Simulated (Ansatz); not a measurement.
# ZrIn, space group R-3m: a relaxation of cell and ions

Computed with the Ansatz DFT code, driven from Python.

Contents of `zrin.extxyz`:
```text
2
Lattice="1.61830007 0.93432598 5.12158261 -1.61830007 0.93432598 5.12158261 0.0 -1.86865196 5.12158261" Properties=species:S:1:pos:R:3 pbc="T T T"
Zr    0.00000000    0.00000000    7.68237392
In    0.00000000    0.00000000    0.00000000
```

Notebook, run cell by cell (the value of a cell's last expression is shown):

**Cell 1**
```python
from pathlib import Path

import ansatz as az
from ase import Atoms
from ase.neighborlist import neighbor_list
import matplotlib.pyplot as plt
import numpy as np
```

**Cell 2**
```python
def edges_and_angles(cell):
    cell = np.asarray(cell)
    a, b, c = np.linalg.norm(cell, axis=1)
    cosines = cell[1] @ cell[2] / (b * c), cell[0] @ cell[2] / (a * c), cell[0] @ cell[1] / (a * b)
    return (a, b, c, *np.degrees(np.arccos(cosines)))

xtal = az.Crystal.from_extxyz("zrin.extxyz")
```

**Cell 3**
```python
[site.symbol for site in xtal.resolved().sites]
```
Output:
```text
['Zr', 'In']
```

**Cell 4**
```python
# only the volume may change
calculation = (
    xtal.calculation()
    .functional(az.Functional.PBESOL)
    .pseudopotentials("paw")
    .basis(450)  # a bare number is in eV
    .kpoints(8, 8, 8)
    .occupations("fermi_dirac", width=0.1)  # smearing steadies the SCF of a metal
    .relax(fix_cell=["shape"], stress_tolerance=0.01)
    .density()
    .electron_localization_function()
    .output_files(volumetric_format="npy")
)
steps = []


def collect(event):
    if event["event"] == "relax_step":
        steps.append(event["data"])
```

**Cell 5**
```python
result = calculation.session().plan().execute(on_event=collect)
rep = result.report
```

**Cell 6**
```python
rep["kpoints_frac"][:4]
```
Output:
```text
[[0.0, 0.0, 0.0], [0.0, 0.0, 0.125], [0.0, 0.0, 0.25], [0.0, 0.0, 0.375]]
```

**Cell 7**
```python
rep["free_energy_ev"]
```
Output:
```text
-9654.508756721954
```

**Cell 8**
```python
sorted(key for key in rep if key.endswith("_ev"))
```
Output:
```text
['eigenvalues_ev', 'energy_sigma0_ev', 'entropy_ts_ev', 'fermi_energy_ev', 'free_energy_ev',
 'gap_by_band_count_ev', 'harris_foulkes_ev', 'internal_energy_ev', 'lagrangian_above_aufbau_ev',
 'lagrangian_ev', 'lagrangian_sigma0_ev', 'loop_eigenvalues_ev', 'loop_fermi_energy_ev',
 'occupations_fermi_energy_ev', 'residual_norms_ev']
```

**Cell 9**
```python
for s in steps:
    flag = "" if s["accepted"] else "  (rejected)"
    print("step %2d  E = %.5f eV  largest force component = %.4f eV/A%s" % (s["step"], s["lagrangian_ev"], s["allowed_force_max_ev_ang"], flag))
```
Output:
```text
step  1  E = -9654.47970 eV  largest force component = 0.0000 eV/A
step  2  E = -9654.48073 eV  largest force component = 0.0000 eV/A
step  3  E = -9654.50882 eV  largest force component = 0.0000 eV/A
step  4  E = -9654.50899 eV  largest force component = 0.0000 eV/A
step  5  E = -9654.50876 eV  largest force component = 0.0000 eV/A
step  6  E = -9654.50876 eV  largest force component = 0.0000 eV/A
step  7  E = -9654.50876 eV  largest force component = 0.0000 eV/A
```

**Cell 10**
```python
first, last = steps[0], steps[-1]
symbols = [site.symbol for site in result.lattice.sites]
print(f"energy gained {first['lagrangian_ev'] - last['lagrangian_ev']:.4f} eV in {len(steps) - 1} steps")
for label, vectors in (("before", first["cell_ang"]), ("after", result.lattice.cell_ang)):
    print(label, "a b c (A) {:.4f} {:.4f} {:.4f}  angles {:.2f} {:.2f} {:.2f}".format(*edges_and_angles(vectors)), f" V = {abs(np.linalg.det(vectors)):.3f} A^3")
print("final stress xx yy zz (GPa, compression positive):", np.round(np.diag(rep["stress_gpa"]), 3) + 0.0)
```
Output:
```text
energy gained 0.0291 eV in 6 steps
before a b c (A) 5.4518 5.4518 5.4518  angles 34.54 34.54 34.54  V = 46.464 A^3
after a b c (A) 5.3650 5.3650 5.3650  angles 34.54 34.54 34.54  V = 44.278 A^3
final stress xx yy zz (GPa, compression positive): [-0.079 -0.079  0.157]
```

**Cell 11**
```python
final = Atoms(symbols, positions=last["positions_ang"], cell=result.lattice.cell_ang, pbc=True)
i, j, d = neighbor_list("ijd", final, 4.5)
print("neighbours within 1.15 times the shortest distance of each atom (A)")
for atom in range(len(final)):
    near = [m for m in np.argsort(d) if i[m] == atom]
    shell = [m for m in near if d[m] < 1.15 * d[near[0]]]
    print(f"{symbols[atom]}{atom} ({len(shell)}):", ", ".join(f"{symbols[j[m]]} {d[m]:.3f}" for m in shell))
```
Output:
```text
neighbours within 1.15 times the shortest distance of each atom (A)
Zr0 (12): In 3.120, In 3.120, In 3.120, In 3.120, In 3.120, In 3.120, Zr 3.185, Zr 3.185, Zr 3.185, Zr 3.185, Zr 3.185, Zr 3.185
In1 (12): Zr 3.120, Zr 3.120, Zr 3.120, Zr 3.120, Zr 3.120, Zr 3.120, In 3.185, In 3.185, In 3.185, In 3.185, In 3.185, In 3.185
```

**Cell 12**
```python
fig, (top, bottom) = plt.subplots(2, 1, sharex=True, figsize=(4.5, 4))
top.plot([s["lagrangian_ev"] - last["lagrangian_ev"] for s in steps], "o-")
top.set_ylabel("E - E(final) (eV)")
bottom.semilogy([max(s["allowed_force_max_ev_ang"], 1e-6) for s in steps], "s-")
bottom.set(xlabel="step", ylabel="largest force (eV/A)")
fig.tight_layout()
fig.savefig("relax.png", dpi=100)
```

**Cell 13**
```python
energy = rep["free_energy_ev"]
print("ZrIn: {:.6f} eV = {:.6f} Ry = {:.6f} Ha".format(energy, energy / 13.605693, energy / 27.211386))
print("Fermi level {:.4f} eV, {} k-points, {} symmetry operations".format(rep["fermi_energy_ev"], rep["n_kpoints"], rep["n_symmetry_ops"]))
```
Output:
```text
ZrIn: -9654.508757 eV = -709.593312 Ry = -354.796656 Ha
Fermi level 13.4395 eV, 65 k-points, 12 symmetry operations
```

**Cell 14**
```python
# ELF is 0.5 in a uniform gas and nears 1 where pairs localise
folder = Path(result.write_results("elf"))
elf = np.load(folder / "elf.npy")
peak = np.unravel_index(elf.argmax(), elf.shape)
print(f"largest ELF {elf.max():.3f} at grid fractions", np.round(np.array(peak) / elf.shape, 3))
for level in (0.2, 0.5, 0.7, 0.8, 0.9):
    print(f"share of the cell with ELF over {level}: {np.mean(elf > level):.3f}")
```
Output:
```text
largest ELF 0.834 at grid fractions [0.458 0.375 0.458]
share of the cell with ELF over 0.2: 0.827
share of the cell with ELF over 0.5: 0.101
share of the cell with ELF over 0.7: 0.043
share of the cell with ELF over 0.8: 0.010
share of the cell with ELF over 0.9: 0.000
```

Caveats:
- Absolute energies stand on the zero of these potentials, so only differences at equal settings mean something. A total without «per atom» is that of the cell as typed.
- Forces vanish by symmetry, so the ions can't move, and the end may be a saddle.
- The mesh is modest for a metal, so energies can be off by several to tens of meV an atom and pressures by half a GPa or more; differences at equal mesh fare better.
- Only differences from the Fermi energy are physical; the zero of the scale is a convention.
- Energies along a relaxation are free energies. Rows at an unchanged volume are solved on a plane-wave basis chosen afresh for that cell, so the energy jumps there and such rows are no steps of the walk.
- A gap by band count of zero or less means overlapping bands, a metal, and at an odd count of electrons it is no gap at all.
- Edges and angles are those of the cell as typed, here a primitive one, not of the conventional cell.
- The fields are valence quantities on the plane-wave grid; their values near the nuclei depend on the potentials.
- This cell is a computed structure, which may not be the phase found in nature.
- Gaps and levels are Kohn-Sham values on a finite set of k-points, without spin-orbit coupling.
- It ran for 24 s on 1 thread of Arm Neoverse V1 (shared host), peak memory 0.53 GiB.

(Lines on the test bed's own set-up are left out of the output.)
